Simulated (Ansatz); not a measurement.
# Al16Si: the cost of one run

All numbers below are computed with Ansatz 0.2.0 (DFT PBE, plane waves, PAW, scalar-relativistic, no spin polarisation).

### Step 1. The system as given

The cell holds 17 atoms (Al16Si): a = 8.100 Å, b = 5.728 Å, c = 17.296 Å, α = 90.00°, β = 90.00°, γ = 90.00°.

Its coordinates follow in the input file.

### Step 2. Relaxing end A

input.yaml reads:

```yaml
crystal:
  lattice:
    - [8.1, 0.0, 0.0]
    - [0.0, 5.727565, 0.0]
    - [0.0, 0.0, 17.295674]
  atoms:
    - { symbol: Al, position: [0.25, 0.25, 0.0578179] }
    - { symbol: Al, position: [0.75, 0.25, 0.0578179] }
    - { symbol: Al, position: [0.25, 0.75, 0.0578179] }
    - { symbol: Al, position: [0.75, 0.75, 0.0578179] }
    - { symbol: Al, position: [0.0, 0.0, 0.1406069] }
    - { symbol: Al, position: [0.5, 0.0, 0.1406069] }
    - { symbol: Al, position: [0.0, 0.5, 0.1406069] }
    - { symbol: Al, position: [0.5, 0.5, 0.1406069] }
    - { symbol: Al, position: [0.25, 0.25, 0.2233959] }
    - { symbol: Al, position: [0.75, 0.25, 0.2233959] }
    - { symbol: Al, position: [0.25, 0.75, 0.2233959] }
    - { symbol: Al, position: [0.75, 0.75, 0.2233959] }
    - { symbol: Al, position: [0.0, 0.0, 0.3061849] }
    - { symbol: Al, position: [0.5, 0.0, 0.3061849] }
    - { symbol: Al, position: [0.0, 0.5, 0.3061849] }
    - { symbol: Al, position: [0.5, 0.5, 0.3061849] }
    - { symbol: Si, position: [0.1730997, 0.8066311, 0.3975372] }
basis:
  ecutwfc: 420.0
kpoints:
  mp_grid: { grid: [2, 3, 1] }
hamiltonian:
  xc: pbe
  pseudopotentials: { kind: paw, azcp: { folder: soft_1 } }
scf:
  occupations: { method: fermi_dirac, width: 0.15 }
  lower_state_search: "off"
relax:
  f_tol: 0.03
  max_steps: 60
  adjacent_minimum: "off"
  constraints: [{ sites: [0, 1, 2, 3] }]
output:
  write_density: true
  write_potential: true
  elf: true
  volumetric_format: npy
```

The run is started by

```
$ ansatz run input.yaml --threads 1 --pin off --max-ram 3072MiB --backend cpu --events-out ev --progress --plain --runs-dir out
```

What time and memory should one allow on 1 thread of Arm Neoverse V2, shared host?

About 74 s, with a peak of 0.67 GiB.
